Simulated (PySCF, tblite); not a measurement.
# C6H8O3SSe: excited states

Aim: compute the excited states of C6H8O3SSe (`COc1ccc(S(C)(=O)=O)[se]1`).

Computed with tblite 0.8.0 and PySCF 2.14.0 and routines of our own; the level stands in each step. Atoms count from 0.

## 1. The starting structure

19 atoms, charge 0, multiplicity 1; geometry from: force field or distance geometry start.

## 2. Relaxing the molecule with GFN2-xTB

Job settings and geometry (Å):

```
{"job": {"kind": "relax", "xc": "GFN2-xTB", "basis": "xTB"}, "charge": 0, "multiplicity": 1}
C     -3.805700     0.301200    -0.845700
O     -3.152000    -0.462200     0.127700
C     -1.722400    -0.516100     0.146600
C     -0.962900    -1.200300     1.014300
C      0.367400    -1.166900     0.923800
C      0.945900    -0.429000    -0.071700
S      2.695300    -0.250600    -0.367500
C      3.025900     1.497300    -0.199000
O      3.480500    -1.078900     0.607600
O      2.959200    -0.644300    -1.781100
Se    -0.523500     0.443700    -1.157000
H     -4.184500     1.253700    -0.399600
H     -3.132900     0.541800    -1.649400
H     -4.688500    -0.281200    -1.230100
H     -1.469800    -1.801300     1.831300
H      1.027200    -1.729900     1.643200
H      2.349700     1.916500     0.578400
H      4.086900     1.638000    -0.005900
H      2.694400     1.977800    -1.158200
```

Run with:

```
$ OMP_NUM_THREADS=1 python excited_run.py task.json out
```

This one command runs all jobs of the session in turn.

Log:

```text
step      E/eV     max force
  0    -964.55702    5.026
  1    -965.21999    2.122
  2    -965.35559    1.268
  3    -965.45572    0.794
  4    -965.49654    0.696
  5    -965.52929    0.672
  6    -965.55489    0.510
  7    -965.57839    0.537
  8    -965.59382    0.345
  9    -965.60189    0.195
 10    -965.60715    0.174
 11    -965.61212    0.221
 12    -965.61671    0.217
 13    -965.61974    0.126
 14    -965.62191    0.110
 15    -965.62429    0.142
 16    -965.62725    0.189
 17    -965.63035    0.151
 18    -965.63329    0.160
 19    -965.63645    0.180
 20    -965.64048    0.204
 21    -965.64527    0.230
 22    -965.65011    0.187
 23    -965.65491    0.175
 24    -965.66003    0.180
 25    -965.66505    0.160
 26    -965.66910    0.162
 27    -965.67191    0.162
 28    -965.67425    0.130
 29    -965.67696    0.157
 30    -965.68007    0.140
 31    -965.68303    0.131
 32    -965.68567    0.110
 33    -965.68827    0.109
 34    -965.69121    0.136
 35    -965.69447    0.166
 36    -965.69760    0.162
 37    -965.69987    0.173
 38    -965.70256    0.116
 39    -965.70497    0.103
 40    -965.70699    0.105
 41    -965.70841    0.089
 42    -965.70963    0.079
 43    -965.71064    0.080
 44    -965.71155    0.076
 45    -965.71246    0.089
 46    -965.71352    0.077
 47    -965.71475    0.087
 48    -965.71623    0.088
 49    -965.71799    0.117
 50    -965.72019    0.187
 51    -965.72231    0.174
 52    -965.72502    0.090
 53    -965.72691    0.090
 54    -965.72837    0.091
 55    -965.73008    0.102
 56    -965.73211    0.110
 57    -965.73412    0.146
 58    -965.73664    0.194
 59    -965.73945    0.197
 60    -965.74419    0.133
 61    -965.74673    0.135
 62    -965.75011    0.137
 63    -965.75194    0.131
 64    -965.75366    0.120
 65    -965.75512    0.074
 66    -965.75659    0.090
 67    -965.75737    0.076
 68    -965.75825    0.055
 69    -965.75888    0.052
 70    -965.75959    0.067
 71    -965.76046    0.070
 72    -965.76160    0.082
 73    -965.76278    0.080
 74    -965.76284    0.139
 75    -965.76396    0.061
 76    -965.76430    0.044
 77    -965.76510    0.044
 78    -965.76557    0.049
 79    -965.76617    0.049
 80    -965.76660    0.045
 81    -965.76705    0.048
 82    -965.76768    0.066
 83    -965.76845    0.072
 84    -965.76905    0.072
 85    -965.76930    0.079
 86    -965.76996    0.071
 87    -965.77056    0.068
 88    -965.77146    0.058
 89    -965.77237    0.059
 90    -965.77366    0.071
 91    -965.77465    0.087
 92    -965.77576    0.078
 93    -965.77662    0.060
 94    -965.77728    0.071
 95    -965.77795    0.070
 96    -965.77882    0.083
 97    -965.77940    0.071
 98    -965.77995    0.050
 99    -965.78025    0.043
100    -965.78045    0.033
101    -965.78070    0.046
102    -965.78102    0.061
103    -965.78153    0.051
104    -965.78218    0.066
105    -965.78289    0.070
106    -965.78368    0.073
107    -965.78478    0.078
108    -965.78639    0.105
109    -965.78844    0.121
110    -965.79026    0.130
111    -965.79159    0.069
112    -965.79236    0.062
113    -965.79316    0.105
114    -965.79409    0.065
115    -965.79499    0.065
116    -965.79550    0.057
117    -965.79591    0.064
118    -965.79648    0.051
119    -965.79718    0.054
120    -965.79784    0.064
121    -965.79830    0.076
122    -965.79867    0.039
123    -965.79902    0.043
124    -965.79928    0.039
125    -965.79950    0.050
126    -965.79981    0.044
127    -965.80018    0.043
128    -965.80052    0.039
129    -965.80084    0.034
130    -965.80112    0.036
131    -965.80138    0.039
132    -965.80163    0.029
133    -965.80184    0.030
134    -965.80202    0.038
135    -965.80216    0.036
136    -965.80226    0.023
137    -965.80231    0.019
138    -965.80236    0.014
139    -965.80240    0.014
140    -965.80245    0.017
141    -965.80251    0.019
142    -965.80257    0.017
143    -965.80261    0.016
144    -965.80264    0.013
145    -965.80266    0.011
146    -965.80268    0.009
```

It took 1.3 s on 1 thread of Arm Neoverse V2, shared host.

The steps of the relaxation: (not every step is listed)

| step | energy from step 0 (eV) | largest force (eV/Å) |
| --- | --- | --- |
| 0 | 0.0000 | 5.0257 |
| 1 | -0.6630 | 2.1223 |
| 2 | -0.7986 | 1.2683 |
| 3 | -0.8987 | 0.7936 |
| 4 | -0.9395 | 0.6962 |
| 5 | -0.9723 | 0.6717 |
| 6 | -0.9979 | 0.5096 |
| 7 | -1.0214 | 0.5372 |
| 8 | -1.0368 | 0.3453 |
| 21 | -1.0883 | 0.2304 |
| 34 | -1.1342 | 0.1359 |
| 47 | -1.1577 | 0.0869 |
| 60 | -1.1872 | 0.1332 |
| 73 | -1.2058 | 0.0802 |
| 86 | -1.2129 | 0.0710 |
| 99 | -1.2232 | 0.0432 |
| 112 | -1.2353 | 0.0623 |
| 125 | -1.2425 | 0.0496 |
| 138 | -1.2453 | 0.0140 |
| 141 | -1.2455 | 0.0190 |
| 142 | -1.2455 | 0.0168 |
| 143 | -1.2456 | 0.0159 |
| 144 | -1.2456 | 0.0127 |
| 145 | -1.2456 | 0.0110 |
| 146 | -1.2457 | 0.0090 |

Close pairs (by a distance rule), those that changed most:

| bond | before (Å) | after (Å) | change (Å) |
| --- | --- | --- | --- |
| C5–Se10 | 2.025 | 1.848 | -0.176 |
| C2–Se10 | 2.014 | 1.897 | -0.117 |
| O1–C2 | 1.431 | 1.339 | -0.092 |
| C3–C4 | 1.334 | 1.411 | +0.077 |
| S6–O8 | 1.501 | 1.434 | -0.067 |
| C3–H14 | 1.134 | 1.075 | -0.059 |
| C4–H15 | 1.127 | 1.076 | -0.051 |
| S6–O9 | 1.491 | 1.444 | -0.047 |

The final coordinates are the input of the step that follows.

## 3. Infrared spectrum with GFN2-xTB

Job settings and geometry (Å):

```
{"job": {"kind": "ir", "xc": "GFN2-xTB", "basis": "xTB"}, "charge": 0, "multiplicity": 1}
C     -3.576145     0.085874    -1.104487
O     -3.038617    -0.442191     0.081779
C     -1.702826    -0.487955     0.163268
C     -1.029733    -0.955350     1.260168
C      0.375684    -0.923778     1.138271
C      0.824584    -0.439125    -0.047754
S      2.427056    -0.137228    -0.710230
C      3.015925     1.336766     0.166776
O      3.330773    -1.217618    -0.440829
O      2.166933     0.224081    -2.083366
Se    -0.519530     0.058107    -1.215159
H     -3.263040     1.129015    -1.243958
H     -3.246384    -0.497823    -1.974683
H     -4.658642     0.031359    -1.007429
H     -1.539275    -1.314681     2.136129
H      1.040758    -1.261862     1.913991
H      3.135726     1.077627     1.210539
H      3.964959     1.622837    -0.268544
H      2.281990     2.121196     0.033221
```

Log:

```text
mode    cm-1     km/mol
  1      36.6      4.01
  2      57.6      1.31
  3      85.7      5.72
  4      91.6      8.48
  5     120.2      0.46
  6     157.7      1.36
  7     190.3      1.08
  8     216.5      2.42
  9     234.4      5.64
 10     274.6      0.37
 11     299.2      2.75
 12     332.3      3.79
 13     407.4     16.34
 14     418.6      2.79
 15     457.6     88.52
 16     477.2    140.32
 17     510.3      3.82
 18     539.1     32.98
 19     561.9      4.87
 20     669.7      2.88
 21     704.3    174.40
 22     787.2     31.53
 23     837.8     22.33
 24     840.8     42.23
 25     858.1      7.87
 26     920.6    177.17
 27    1020.6     42.99
 28    1075.5     52.91
 29    1107.1    292.78
 30    1118.5      2.37
 31    1123.8     22.99
 32    1174.1     32.94
 33    1202.8    171.16
 34    1247.2    419.88
 35    1269.3     39.25
 36    1322.0     11.83
 37    1393.3      2.05
 38    1421.6      7.58
 39    1431.3     10.45
 40    1443.9     15.70
 41    1451.9      1.54
 42    1468.3    408.04
 43    1547.6     19.98
 44    2888.6     26.04
 45    2908.3     17.74
 46    3033.7      5.35
 47    3061.9      2.37
 48    3080.9      2.68
 49    3085.4      4.43
 50    3117.6      7.02
 51    3133.0      9.13
```

It took 0.86 s on 1 thread of Arm Neoverse V2, shared host.

Which atoms move in the most intense modes:

| cm⁻¹ | km/mol | atoms |
| --- | --- | --- |
| 458 | 88.5 | C5 21 %, O8 18 %, O9 18 %, C7 18 % |
| 477 | 140.3 | O1 23 %, O9 18 %, S6 14 %, O8 11 % |
| 704 | 174.4 | C7 40 %, S6 35 % |
| 921 | 177.2 | C5 56 %, C4 10 % |
| 1107 | 292.8 | O9 38 %, S6 23 %, O8 20 % |
| 1203 | 171.2 | O1 30 %, C2 27 %, C3 11 %, H15 10 % |
| 1247 | 419.9 | S6 43 %, O8 36 %, O9 18 % |
| 1468 | 408.0 | C2 27 %, C4 24 %, C5 21 %, C3 17 % |

## 4. Excited states: TDA BHandHLYP/def2-SVP

The job, as its differences from that of step 3:

```diff
@@ -1,2 +1,2 @@
-{"job": {"kind": "ir", "xc": "GFN2-xTB", "basis": "xTB"}, "charge": 0, "multiplicity": 1}
+{"job": {"kind": "states", "xc": "BHandHLYP", "basis": "def2-SVP", "tda": true, "soc": true, "nstates": 6, "ntriplets": 6, "nquad": 4}, "charge": 0, "multiplicity": 1}
 C     -3.576145     0.085874    -1.104487
```

With the program's defaults for keys left out, this is: TDA BHandHLYP/def2-SVP excited states, vertical, gas phase, spin-orbit mean-field couplings.

Log:

```text
coarse grid: 80048 points
cycle   1  E = -3257.4167162041  dE =  2.110e+00  |g| = 1.185e+00  |ddm| = 5.252e+00
cycle   2  E = -3257.1725569344  dE =  2.442e-01  |g| = 1.665e+00  |ddm| = 2.982e+00
cycle   3  E = -3257.6950281874  dE = -5.225e-01  |g| = 1.434e-01  |ddm| = 1.951e+00
cycle   4  E = -3257.6979532018  dE = -2.925e-03  |g| = 9.482e-02  |ddm| = 2.563e-01
cycle   5  E = -3257.7002274559  dE = -2.274e-03  |g| = 1.981e-02  |ddm| = 1.167e-01
cycle   6  E = -3257.7003241863  dE = -9.673e-05  |g| = 5.365e-03  |ddm| = 2.627e-02
cycle   7  E = -3257.7003316328  dE = -7.446e-06  |g| = 1.628e-03  |ddm| = 8.051e-03
final grid: 168672 points
cycle   8  E = -3257.7003589018  dE = -6.963e-08  |g| = 1.933e-03  |ddm| = 4.194e-03
cycle   9  E = -3257.7003584532  dE =  4.486e-07  |g| = 2.431e-03  |ddm| = 4.841e-03
cycle  10  E = -3257.7003597211  dE = -1.268e-06  |g| = 2.192e-04  |ddm| = 2.703e-03
cycle  11  E = -3257.7003597332  dE = -1.204e-08  |g| = 5.374e-05  |ddm| = 2.666e-04
cycle  12  E = -3257.7003597352  dE = -2.020e-09  |g| = 3.300e-05  |ddm| = 1.749e-04
cycle  13  E = -3257.7003597356  dE = -3.693e-10  |g| = 8.209e-06  |ddm| = 6.236e-05
converged SCF energy = -3257.7003597356

Singlet excitations
state   eV       nm        f     d(h-e)  d(exc)  Lambda  PR(NTO)  |dmu|/D   mu/D   main configurations
  1   5.2659   235.4   0.26008   0.641   2.887   0.749   1.201    1.830    6.476   H->L 0.87
  2   5.5085   225.1   0.00420   1.058   2.907   0.459   1.026    1.823    5.788   H->L+1 0.87, H-1->L+1 0.08
  3   5.8998   210.1   0.06807   0.363   2.785   0.619   1.373    0.439    5.239   H-1->L 0.70, H-1->L+1 0.12
  4   5.9473   208.5   0.01195   0.496   2.709   0.499   1.091    1.279    5.099   H-1->L+1 0.75, H-1->L 0.12
  5   6.8592   180.8   0.00734   1.814   3.445   0.417   1.042                     H-2->L 0.91
  6   7.1863   172.5   0.00476   1.024   3.222   0.487   1.057                     H->L+3 0.33, H->L+4 0.26, H->L+2 0.19

Triplet excitations (Tamm-Dancoff)
state   eV     d(h-e)  d(exc)  Lambda  PR(NTO)   main configurations
  1   3.2567   0.197   2.653   0.768   1.068   H->L 0.92
  2   4.4669   0.292   2.720   0.647   1.060   H-1->L 0.94
  3   5.1334   0.779   2.737   0.461   1.028   H->L+1 0.66, H-1->L+1 0.28
  4   5.5255   0.788   2.744   0.481   1.091   H-1->L+1 0.61, H->L+1 0.27
  5   5.6020   0.384   2.530   0.635   1.371   H->L+2 0.57, H->L+3 0.13
  6   6.5584   1.555   3.336   0.421   1.094   H-2->L 0.86
S1 - T1 = 2.0092 eV

Spin-orbit couplings |<S|Hso|T>| (cm-1)
             T1       T2       T3       T4       T5       T6
S0        6.886    3.819  489.251  523.618  117.288  182.052
S1       22.284   10.420  176.269  162.505   48.089   17.346
S2      213.968   41.194   16.364   31.390   42.596   14.937
S3       22.424   81.609  224.831  211.265   39.254  246.039
S4       42.152  204.402   99.261   90.918   12.264  107.730
S5       52.751  230.466   10.666   25.803   79.988   17.508
S6      150.584   42.598  212.721  116.238   45.791   10.304
T1 sublevels (cm-1): 0.000 0.603 1.136   radiative rates (1/s): 84.5 0.242 16.2
```

Wall time 99 s (1 thread of Arm Neoverse V2, shared host); peak memory 0.97 GiB.

From this job:

| quantity | value |
| --- | --- |
| S1 less T1 | 2.01 eV |

The fields below are evaluated on a grid from the run's orbitals.

Frontier orbitals at BHandHLYP/def2-SVP, with the share of their density that lies nearest to each atom:

| orbital | energy (eV) | lies on |
| --- | --- | --- |
| HOMO | -7.56 | C5 27 %; C2, C3 about 19 % each; O1 15 % |
| LUMO | -0.15 | C2, C4, C5 about 20 % each; Se10 15 % |

ELF in a plane through or near 8 of the atoms.

Ten even steps from ' ' (0.00) to '@' (1.00):
```
                                                        
                                                        
                                ..                      
                      ==::    ::%%%%::                  
                  ..%%@@@@    ##@@@@%%                  
                  ::@@@@@@==::##@@@@++                  
                    ==@@%%--@@::====    ::              
                      --++::%%::##++..**%%==            
              ..      ++@@**--==##::**##@@==            
              ::--::::****++..----::%%::##....**--      
        ..----==%%%%==****##====%%++::##++##@@@@@@      
        **@@@@**%%##--..::++::::==..  ==####@@@@@@      
        **@@@@++--::::  ..**--::++..  **====%%@@##      
        ..%%##..  ..::..  **%%%%##    ====......        
                  ..--..  --####++                      
                            ..::                        
                                                        
                                                        
                                                        
                                                        
```
The map spans 14.6 Å across and 10.5 Å up, centred on the molecule. Atoms in the plane (x, y in Å): C0 (3.6, -0.8), O1 (3.0, 0.5), C2 (1.7, 0.5), C3 (1.0, 1.7), C4 (-0.4, 1.5), H13 (4.7, -0.7), H14 (1.4, 2.6), H15 (-1.1, 2.4).

On the surface of density 0.002 e/bohr³ the electrostatic potential runs, from the 1st to the 99th percentile, from -1.97 V near O8 to 1.29 V near H16.

## 5. Summary of results

```
                                                                  quantity                  value
                                 strongest single infrared mode (GFN2-xTB)  1247 cm⁻¹, 420 km/mol
                                              zero-point energy (GFN2-xTB)          81.8 kcal/mol
                               S1 less T1 (step 4, TDA BHandHLYP/def2-SVP)                2.01 eV
potential on the surface of density 0.002 e/bohr³, 1st and 99th percentile     -1.97 V and 1.29 V
```

All 51 modes are real, so the xTB geometry is a minimum. The strongest single mode, at 1247 cm⁻¹, moves mainly S6 and O8. GFN2-xTB is a fitted tight-binding method: band positions and strengths are rough. Its intensities can rank the bands wrongly. Scalar relativity is left out for the heavy atoms. In step 4, the number of triplets below S1 is 3, and the largest singlet-triplet spin-orbit coupling is S0–T4, 523.62 cm⁻¹.
